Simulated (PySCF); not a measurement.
# [HoCl2]+: other functionals and bases at one geometry

Aim: see how levels, charges and forces of [HoCl2]+ depend on the level of theory. The species was built from a template and needn't be a known compound.

Computed with PySCF 2.14.0. Level: several levels, as the steps say, no spin–orbit coupling.

1 further run of the same task is left out (for a known fault of the program).

## 1. The starting structure

3 atoms, charge 1, spin multiplicity 1.

Bond lengths: Ho1–Cl2 2.361 Å, Ho1–Cl3 2.361 Å. Angles: Cl2–Ho1–Cl3 111.0°.

As a file:

| atom | x (Å) | y (Å) | z (Å) |
| --- | --- | --- | --- |
| Ho1 | 0.0000 | 0.0000 | -0.4996 |
| Cl2 | 1.9459 | 0.0000 | 0.8374 |
| Cl3 | -1.9459 | 0.0000 | 0.8374 |

Formal oxidation states: Ho +3. Each metal's 10 4f electrons lie in its core potential, so multiplicities, spins and levels count the valence alone. An earlier session relaxed this geometry at PBE0, Ho lcecp-1-SVP with ECP56, Cl def2-SVP (singlet, point group C2v).

At PBE0 on the finer grid: E = -957.357159 Eh, HOMO -13.87 eV, LUMO -8.21 eV, Mulliken charge on Ho1 +1.28 e, largest force component 0.003 eV/Å. 

Levels to run: BP86; CAM-B3LYP; PBE0, TZVP. Hardware: 2 threads of Arm Neoverse V2, shared host.

## 2. BP86

File run.py (the lines that set the calculation):

```python
mol = gto.M(atom='''
Ho     0.00000     0.00000    -0.49965
Cl     1.94587     0.00000     0.83736
Cl    -1.94587     0.00000     0.83736''',
    basis={'Ho': 'lcecp-1-SVP', 'Cl': 'def2-SVP'},
    ecp={'Ho': 'lcecp-1-SVP'},
    charge=1, spin=0)
mf = dft.RKS(mol, xc='B88,P86')
mf.grids.atom_grid = (75, 302)  # f atoms: unpruned, at least (60, 302)
mf = mf.density_fit()  # fitting sets: Ho AutoAux, Cl def2-universal-JKFIT
mf.conv_tol = 1e-08; mf.max_cycle = 55
mf.kernel(dm0)  # dm0: the density of the relaxed state
```

Started as:

```sh
> OMP_NUM_THREADS=2 python run.py
```

Standard output:

```text
init E= -957.806703288025
  HOMO = -0.461706769758626  LUMO = -0.331978468316805  gap/eV = 3.53009
cycle= 1 E= -957.805136969369  delta_E= 0.00157  |g|= 0.103  |ddm|= 0.291
  HOMO = -0.478396331086274  LUMO = -0.306257892787995  gap/eV = 4.68413
cycle= 2 E= -957.787049339109  delta_E= 0.0181  |g|= 0.245  |ddm|= 0.491
  HOMO = -0.464669155857669  LUMO = -0.322028499973909  gap/eV = 3.88145
cycle= 3 E= -957.809175091379  delta_E= -0.0221  |g|= 0.00768  |ddm|= 0.338
  HOMO = -0.465135195404256  LUMO = -0.323624962056536  gap/eV = 3.85069
cycle= 4 E= -957.809199018112  delta_E= -2.39e-05  |g|= 0.00143  |ddm|= 0.0167
  HOMO = -0.465172314006413  LUMO = -0.323549354718854  gap/eV = 3.85376
cycle= 5 E= -957.809199624451  delta_E= -6.06e-07  |g|= 0.000497  |ddm|= 0.00178
  HOMO = -0.465160520484703  LUMO = -0.32351933947945  gap/eV = 3.85425
cycle= 6 E= -957.809199699864  delta_E= -7.54e-08  |g|= 0.000119  |ddm|= 0.000496
  HOMO = -0.465170591922387  LUMO = -0.323515466449479  gap/eV = 3.85463
cycle= 7 E= -957.809199704915  delta_E= -5.05e-09  |g|= 1.67e-05  |ddm|= 0.000143
  HOMO = -0.465171534170955  LUMO = -0.323511386748131  gap/eV = 3.85477
Extra cycle  E= -957.809199704508  delta_E= 4.07e-10  |g|= 3.72e-05  |ddm|= 7.18e-05
converged SCF energy = -957.809199704508
```

It took 2.1 s on 2 threads of Arm Neoverse V2, shared host.

Read off: E = -957.809200 Eh, HOMO -12.66 eV, LUMO -8.80 eV, Mulliken charge on Ho1 +1.17 e, largest force component 0.281 eV/Å. 

## 3. CAM-B3LYP

Edit run.py (the lines that set the calculation) of step 2 so:

```diff
@@ -7,3 +7,3 @@
     charge=1, spin=0)
-mf = dft.RKS(mol, xc='B88,P86')
+mf = dft.RKS(mol, xc='CAMB3LYP')
 mf.grids.atom_grid = (75, 302)  # f atoms: unpruned, at least (60, 302)
```

Started as:

```sh
> OMP_NUM_THREADS=2 python run.py
```

Standard output:

```text
init E= -957.653301170474
  HOMO = -0.557146173250749  LUMO = -0.270965157824662  gap/eV = 7.78738
cycle= 1 E= -957.654129336993  delta_E= -0.000828  |g|= 0.0298  |ddm|= 0.112
  HOMO = -0.551261729484895  LUMO = -0.277933752594215  gap/eV = 7.43763
cycle= 2 E= -957.654064207316  delta_E= 6.51e-05  |g|= 0.0342  |ddm|= 0.0913
  HOMO = -0.555063609126618  LUMO = -0.27476770259771  gap/eV = 7.62724
cycle= 3 E= -957.654424302562  delta_E= -0.00036  |g|= 0.0011  |ddm|= 0.0461
  HOMO = -0.555300249483329  LUMO = -0.274985119713097  gap/eV = 7.62776
cycle= 4 E= -957.654425323643  delta_E= -1.02e-06  |g|= 0.000358  |ddm|= 0.00335
  HOMO = -0.555282993997897  LUMO = -0.274974587250284  gap/eV = 7.62758
cycle= 5 E= -957.654425407238  delta_E= -8.36e-08  |g|= 9.38e-05  |ddm|= 0.000832
  HOMO = -0.555297437422513  LUMO = -0.274988639296158  gap/eV = 7.62759
cycle= 6 E= -957.654425415576  delta_E= -8.34e-09  |g|= 2.48e-05  |ddm|= 0.00033
  HOMO = -0.555295615210916  LUMO = -0.274985158176765  gap/eV = 7.62764
Extra cycle  E= -957.654425416072  delta_E= -4.96e-10  |g|= 1.39e-05  |ddm|= 7.21e-05
converged SCF energy = -957.654425416072
```

Wall time 2.6 s (2 threads of Arm Neoverse V2, shared host).

It gives: E = -957.654425 Eh, HOMO -15.11 eV, LUMO -7.48 eV, Mulliken charge on Ho1 +1.25 e, largest force component 0.082 eV/Å. 

## 4. PBE0, TZVP

Basis: Ho lcecp-1-TZVP with ECP56, Cl def2-TZVP. 

File run.py (the lines that set the calculation):

```python
mol = gto.M(atom='''
Ho     0.00000     0.00000    -0.49965
Cl     1.94587     0.00000     0.83736
Cl    -1.94587     0.00000     0.83736''',
    basis={'Ho': 'lcecp-1-TZVP', 'Cl': 'def2-TZVP'},
    ecp={'Ho': 'lcecp-1-TZVP'},
    charge=1, spin=0)
mf = dft.RKS(mol, xc='PBE0')
mf.grids.atom_grid = (75, 302)  # f atoms: unpruned, at least (60, 302)
mf = mf.density_fit()  # fitting sets: Ho AutoAux, Cl def2-universal-JKFIT
mf.conv_tol = 1e-08; mf.max_cycle = 55
mf.kernel(dm0)  # dm0: free metal ions and neutral atoms
```

Started as:

```sh
> OMP_NUM_THREADS=2 python run.py
```

Standard output:

```text
init E= -957.538979319294
  HOMO = -0.594893593271797  LUMO = -0.319855730552349  gap/eV = 7.48416
cycle= 1 E= -957.587484293336  delta_E= -0.0485  |g|= 0.51  |ddm|= 1.82
  HOMO = -0.42604439287391  LUMO = -0.334364760874604  gap/eV = 2.49473
cycle= 2 E= -957.410800921668  delta_E= 0.177  |g|= 0.962  |ddm|= 1.35
  HOMO = -0.496060136185504  LUMO = -0.283701435450956  gap/eV = 5.77857
cycle= 3 E= -957.6662269322  delta_E= -0.255  |g|= 0.145  |ddm|= 0.875
  HOMO = -0.50516903638167  LUMO = -0.300901382244015  gap/eV = 5.55841
cycle= 4 E= -957.671394430023  delta_E= -0.00517  |g|= 0.0471  |ddm|= 0.141
  HOMO = -0.50713906787979  LUMO = -0.29776690055676  gap/eV = 5.69731
cycle= 5 E= -957.672059267804  delta_E= -0.000665  |g|= 0.00615  |ddm|= 0.0376
  HOMO = -0.50695283489222  LUMO = -0.296995463869577  gap/eV = 5.71323
cycle= 6 E= -957.672068973663  delta_E= -9.71e-06  |g|= 0.00121  |ddm|= 0.00601
  HOMO = -0.506939283218622  LUMO = -0.296907691432735  gap/eV = 5.71525
cycle= 7 E= -957.672069290489  delta_E= -3.17e-07  |g|= 0.000344  |ddm|= 0.00099
  HOMO = -0.50695306568618  LUMO = -0.29693925612848  gap/eV = 5.71477
cycle= 8 E= -957.672069323487  delta_E= -3.3e-08  |g|= 6.55e-05  |ddm|= 0.000317
  HOMO = -0.506952249883337  LUMO = -0.296944756484423  gap/eV = 5.71459
cycle= 9 E= -957.672069324941  delta_E= -1.45e-09  |g|= 1.15e-05  |ddm|= 6.66e-05
  HOMO = -0.506949491988466  LUMO = -0.296945446544773  gap/eV = 5.71450
Extra cycle  E= -957.672069324945  delta_E= -4.09e-12  |g|= 1.33e-05  |ddm|= 2.29e-05
converged SCF energy = -957.672069324945
```

Wall time 6.1 s (2 threads of Arm Neoverse V2, shared host).

Result: E = -957.672069 Eh, HOMO -13.79 eV, LUMO -8.08 eV, Mulliken charge on Ho1 +1.58 e, largest force component 0.216 eV/Å. 

## 5. Results

| level | state | HOMO (eV) | gap (eV) | charge on Ho1 (e) | dipole (D) | largest force (eV/Å) | basis functions | time |
| --- | --- | --- | --- | --- | --- | --- | --- | --- |
| PBE0 (relaxed here) | singlet | -13.87 | 5.67 | 1.28 | 6.33 | 0.00 | 69 | 4.2 s |
| BP86 | singlet | -12.66 | 3.85 | 1.17 | 5.78 | 0.28 | 69 | 2.1 s |
| CAM-B3LYP | singlet | -15.11 | 7.63 | 1.25 | 6.47 | 0.08 | 69 | 2.6 s |
| PBE0, TZVP | singlet | -13.79 | 5.71 | 1.58 | 6.21 | 0.22 | 121 | 6.1 s |

Times are on 2 threads of Arm Neoverse V2, shared host; the first row also made further properties. The dipole of a charged species depends on the origin, so these sizes hold for this origin alone.

In one basis the HOMO–LUMO gap runs from 3.85 eV (BP86) to 7.63 eV (CAM-B3LYP). The largest leftover force, 0.28 eV/Å with BP86, stands at a geometry relaxed at another level. The Mulliken charge on Ho spans +1.17 to +1.58 e over the levels. With 4f in the core, its levels are missing from HOMO and gap. Total energies of different levels can't be compared. Spin–orbit coupling is left out throughout.
